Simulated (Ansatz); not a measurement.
Relaxation of a periodic cell of 63 atoms, Si$_{62}$As (host Si, host structure diamond, dopant As, one Si atom removed), cell charge -2, to a largest force component of 0.03 eV/Å in at most 60 steps.

Level of theory: Ansatz, DFT LDA, scalar-relativistic, plane waves, PAW. Settings: PAW set soft_1, cutoff 420 eV, k mesh 1x1x1, gaussian smearing 0.05 eV, spin collinear.

```xyz
63
Lattice="10.8600 0.0000 0.0000 0.0000 10.8600 0.0000 0.0000 0.0000 10.8600" Properties=species:S:1:pos:R:3:forces:R:3
Si 5.484 -0.001 0.012 -0.52 0.03 -0.08
Si 6.832 1.360 1.378 -0.51 0.57 -0.38
Si 8.205 2.716 -0.006 -0.42 0.14 0.30
Si 9.518 4.096 1.370 -0.19 -0.51 0.07
Si 8.095 -0.014 2.721 0.95 0.06 0.24
Si 9.504 1.325 4.139 -0.18 -0.05 -0.99
Si 0.009 -0.016 0.001 0.04 -0.03 0.14
Si 1.317 1.341 1.372 0.05 0.63 -0.47
Si 2.675 2.754 0.029 0.01 -0.22 0.03
Si 4.131 4.063 1.364 -0.97 0.20 -0.37
Si 5.419 5.390 -0.020 0.62 0.36 -0.20
Si 6.757 6.819 1.350 0.30 -0.49 -0.01
Si 8.123 8.157 -0.004 -0.01 -0.05 -0.09
Si 9.500 9.518 1.344 -0.08 -0.44 0.42
Si 2.659 0.020 2.653 0.72 -0.52 0.64
Si 4.061 1.324 4.146 -0.39 0.32 -0.81
Si 5.402 2.730 2.687 0.62 -0.82 0.67
Si 6.820 4.059 4.018 -0.30 -0.61 1.01
Si 8.106 5.373 2.720 0.33 0.64 -1.00
As 9.521 6.726 4.059 -0.86 0.44 0.55
Si 5.418 -0.026 5.444 0.94 0.26 -0.06
Si 6.821 1.389 6.780 -0.19 -0.25 -0.29
Si 8.225 2.684 5.429 -0.69 0.75 0.18
Si 9.568 4.094 6.794 -0.60 0.23 -0.17
Si 8.182 0.053 8.122 -0.33 -0.99 0.05
Si 9.502 1.336 9.548 0.27 0.34 -0.45
Si -0.046 5.416 -0.017 0.42 0.50 0.34
Si 1.331 6.785 1.401 0.18 0.12 -0.92
Si 2.743 8.147 -0.017 -0.50 -0.14 0.43
Si 4.086 9.492 1.359 -0.25 0.64 -0.32
Si -0.002 2.686 2.738 -0.09 0.36 0.21
Si 1.387 4.076 4.085 -0.07 -0.35 0.00
Si 2.690 5.397 2.675 0.41 0.10 0.19
Si 4.086 6.800 4.008 -0.03 -0.40 0.73
Si 5.441 8.183 2.687 0.23 -0.25 0.46
Si 6.797 9.526 4.059 -0.44 -0.24 0.35
Si -0.002 0.007 5.411 0.28 -0.60 0.40
Si 1.346 1.362 6.828 0.03 -0.21 -0.05
Si 2.691 2.688 5.474 0.27 0.23 -0.10
Si 4.070 4.080 6.816 0.23 -0.55 -0.29
Si 5.475 5.382 5.458 -0.09 0.57 -0.74
Si 6.804 6.786 6.794 -0.19 0.30 0.10
Si 9.514 9.473 6.782 -0.21 0.33 0.23
Si 2.735 -0.040 8.132 -0.42 0.32 -0.03
Si 4.000 1.355 9.509 0.71 0.16 0.29
Si 5.449 2.702 8.126 -0.21 0.08 0.34
Si 6.851 4.071 9.460 -0.57 -0.26 0.44
Si 8.172 5.472 8.183 -0.08 -0.42 -1.15
Si 9.459 6.781 9.491 0.48 0.60 0.67
Si 0.025 8.119 2.758 -0.38 0.12 -0.95
Si 1.318 9.513 4.018 0.70 0.07 0.79
Si 0.042 5.442 5.415 0.18 -0.63 -0.12
Si 1.327 6.809 6.744 0.54 0.06 0.59
Si 2.733 8.145 5.440 -0.13 0.22 -0.56
Si 4.097 9.523 6.779 -0.34 -0.48 -0.01
Si 0.002 2.736 8.148 -0.03 -0.45 0.37
Si 1.324 4.097 9.507 0.23 -0.17 0.06
Si 2.699 5.376 8.113 -0.35 0.87 0.08
Si 4.055 6.784 9.480 -0.05 -0.33 -0.08
Si 5.413 8.141 8.104 0.23 -0.34 -0.01
Si 6.745 9.466 9.477 0.63 0.58 -0.15
Si 0.017 8.140 8.195 -0.22 -0.14 -0.47
Si 1.366 9.526 9.519 0.27 -0.27 0.00
```

**Question.** Where does it end, and by what steps?

**Answer.** It converged. Limits of this set-up: coarse k mesh, PAW files made for another functional, charged cell in a uniform background, uncorrected. After 6 steps the energy has fallen by 1.189 eV; As20 moved furthest, 0.32 Å.

```tsv
step	energy less start (eV)	largest force component (eV/Å)	accepted
0	0.0000	1.149	yes
1	-1.0404	0.421	yes
2	-1.1655	0.193	yes
3	-1.0468	0.553	no
4	-1.1850	0.054	yes
5	-1.1832	0.050	no
6	-1.1886	0.027	yes
```

```xyz
63
Lattice="10.8600 0.0000 0.0000 0.0000 10.8600 0.0000 0.0000 0.0000 10.8600" Properties=species:S:1:pos:R:3
Si 5.440 0.001 -0.002
Si 6.794 1.350 1.368
Si 8.134 2.738 0.009
Si 9.537 4.068 1.350
Si 8.171 -0.033 2.717
Si 9.492 1.344 4.084
Si -0.004 -0.013 -0.011
Si 1.368 1.336 1.349
Si 2.711 2.717 0.005
Si 4.100 4.064 1.349
Si 5.447 5.434 -0.022
Si 6.824 6.770 1.354
Si 8.147 8.134 -0.013
Si 9.514 9.465 1.361
Si 2.726 -0.015 2.721
Si 4.037 1.372 4.104
Si 5.437 2.689 2.732
Si 6.820 4.075 4.066
Si 8.195 5.420 2.709
As 9.332 6.913 4.239
Si 5.430 -0.003 5.424
Si 6.795 1.342 6.782
Si 8.149 2.695 5.426
Si 9.512 4.073 6.756
Si 8.152 -0.005 8.146
Si 9.472 1.372 9.537
Si 0.020 5.423 -0.026
Si 1.356 6.768 1.362
Si 2.687 8.162 0.029
Si 4.098 9.501 1.376
Si 0.010 2.677 2.710
Si 1.368 4.071 4.041
Si 2.744 5.422 2.697
Si 4.072 6.783 4.085
Si 5.466 8.100 2.727
Si 6.770 9.523 4.074
Si -0.004 -0.033 5.408
Si 1.349 1.350 6.783
Si 2.708 2.740 5.443
Si 4.118 4.093 6.782
Si 5.490 5.465 5.411
Si 6.793 6.867 6.792
Si 9.495 9.513 6.805
Si 2.719 0.000 8.135
Si 4.051 1.363 9.524
Si 5.436 2.691 8.142
Si 6.796 4.092 9.462
Si 8.168 5.460 8.090
Si 9.492 6.782 9.505
Si -0.016 8.079 2.732
Si 1.353 9.467 4.063
Si 0.004 5.424 5.379
Si 1.361 6.771 6.752
Si 2.728 8.135 5.428
Si 4.080 9.496 6.791
Si -0.013 2.690 8.141
Si 1.369 4.066 9.477
Si 2.737 5.434 8.128
Si 4.028 6.803 9.546
Si 5.415 8.127 8.164
Si 6.784 9.498 9.498
Si -0.010 8.100 8.113
Si 1.342 9.503 9.479
```

Whether the end is a true minimum wasn't checked by a vibrational analysis.

The run took 2.9 min on 4 threads of Arm Neoverse V1, on a shared host, peak memory 1.6 GiB.
